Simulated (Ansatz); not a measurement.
# CBF2N: how energies converge with the basis set

How large a basis does CBF2N need? Two functionals are run in growing sets.

Method: one geometry, several basis sets; program: Ansatz 0.2.0, Gaussian basis.

Plan: PBE0-D4/def2-SVP; ωB97M-V/def2-SVP; PBE0-D4/def2-QZVPP; ωB97M-V/def2-QZVPP; the functionals' def2-TZVPP values are taken from earlier runs.

### 1 Structure used throughout

An earlier PBE0-D4 in a triple-zeta def2 set relaxation fixed the geometry.

SMILES `N#CB(F)F`, 5 atoms, charge 0, spin multiplicity 1.

Atoms are counted from 1 here; the program's logs count them from 0.

Bond lengths: N1–C2 1.150 Å, C2–B3 1.543 Å, B3–F4 1.306 Å, B3–F5 1.306 Å. Angles: N1–C2–B3 180.0°, C2–B3–F4 119.9°, C2–B3–F5 119.9°, F4–B3–F5 120.2°.

### 2 PBE0-D4 in def2-SVP

The input, in.yaml:

```yaml
crystal:
  periodic: [false, false, false]
  atoms:
    - {symbol: N, position_ang: [-0.715064, 1.789656, 0.801034]}
    - {symbol: C, position_ang: [-0.319401, 0.804809, 0.359274]}
    - {symbol: B, position_ang: [0.211976, -0.517356, -0.233753]}
    - {symbol: F, position_ang: [1.451153, -0.872809, -0.026162]}
    - {symbol: F, position_ang: [-0.578663, -1.277901, -0.941894]}
basis:
  gaussian: {orbitals: def2-SVP}
hamiltonian: {xc: pbe0, dispersion: d4}
output: {orbitals: {seedname: orbitals}}
```

The runs that follow: ωB97M-V in def2-SVP; PBE0-D4 in def2-QZVPP; ωB97M-V in def2-QZVPP.

Q: Predict the results of all the runs planned. Wanted: PBE0-D4: double and triple zeta above quadruple; ωB97M-V: double and triple zeta above quadruple.

The runs gave:

| quantity | value |
| --- | --- |
| PBE0-D4: double and triple zeta above quadruple | 10.70, 0.45 eV |
| ωB97M-V: double and triple zeta above quadruple | 10.88, 0.41 eV |

In words: PBE0-D4 gains 10.25 eV from double to triple zeta, then 0.45 eV more. These are total energies; as a rule much of such shifts cancels in differences, which this series doesn't test.
